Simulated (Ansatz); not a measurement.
Crystal: Hf2Pd2Se2Br2O3.

```
Hf Pd Se Br O
1.0
     5.75899    0.00000    0.00000
    -2.87949    4.98743    0.00000
     0.00000    0.00000    8.52547
Hf Pd Se Br O
2 2 2 2 3
Cartesian
  0.0000 3.3250 4.6209
  2.8795 1.6625 4.6209
  0.0000 3.3250 1.0981
  2.8795 1.6625 1.0981
  0.0000 3.3250 7.2954
  2.8795 1.6625 7.2954
  0.0000 0.0000 1.1846
  0.0000 0.0000 5.5743
  2.8795 0.0000 3.6628
  -1.4397 2.4937 3.6628
  1.4397 2.4937 3.6628
```

The cell was built by a generator and needn't be a form met in nature.

| Quantity | Value |
| --- | --- |
| Program | Ansatz 0.2.0 |
| Task | relaxation of cell and atoms |
| Functional | PBEsol |
| Potentials or basis | all-electron PAW datasets made for the crystal |
| k mesh | 4 × 4 × 2 |
| Occupations | fermi-dirac, width 0.05 eV |
| Spin | no spin polarisation |

At the start: volume 22.26 Å³/atom.

Q: Where does the relaxation end?

A: Over 6 steps the energy falls by 24.3 meV/atom and the volume is 20.05 Å³/atom (-9.9 %); space group P6mm (No. 183, to 0.05 Å).

The path:
```
step  energy change (eV)  largest force (eV/Å)  volume (Å³)
   1              0.0000                0.3870       244.87
   2             -0.2463                0.5326       223.39
   3             -0.2637                0.3069       220.89
   4             -0.2650                0.1573       220.96
   5             -0.2671                0.0055       220.58
   6             -0.2670                0.0055       220.58
```

Final structure:
```cif
data_structure
_symmetry_space_group_name_H-M 'P 1'
_symmetry_Int_Tables_number 1
_cell_length_a 5.5912
_cell_length_b 5.5912
_cell_length_c 8.1475
_cell_angle_alpha 90.000
_cell_angle_beta 90.000
_cell_angle_gamma 120.000
_cell_volume 220.58
loop_
_atom_site_label
_atom_site_type_symbol
_atom_site_fract_x
_atom_site_fract_y
_atom_site_fract_z
_atom_site_occupancy
Hf1 Hf 0.33333 0.66667 0.54077 1
Hf2 Hf 0.66667 0.33333 0.54077 1
Pd1 Pd 0.33333 0.66667 0.14410 1
Pd2 Pd 0.66667 0.33333 0.14410 1
Se1 Se 0.33333 0.66667 0.86364 1
Se2 Se 0.66667 0.33333 0.86364 1
Br1 Br 0.00000 0.00000 0.14002 1
Br2 Br 0.00000 0.00000 0.65177 1
O1 O 0.50000 0.00000 0.41532 1
O2 O 0.00000 0.50000 0.41532 1
O3 O 0.50000 0.50000 0.41532 1
```

Caveat: the k mesh is coarse (spacing up to 0.37 Å⁻¹), so the values aren't converged; the k mesh is thin for a metal, which can move the energy by tens of meV per atom.
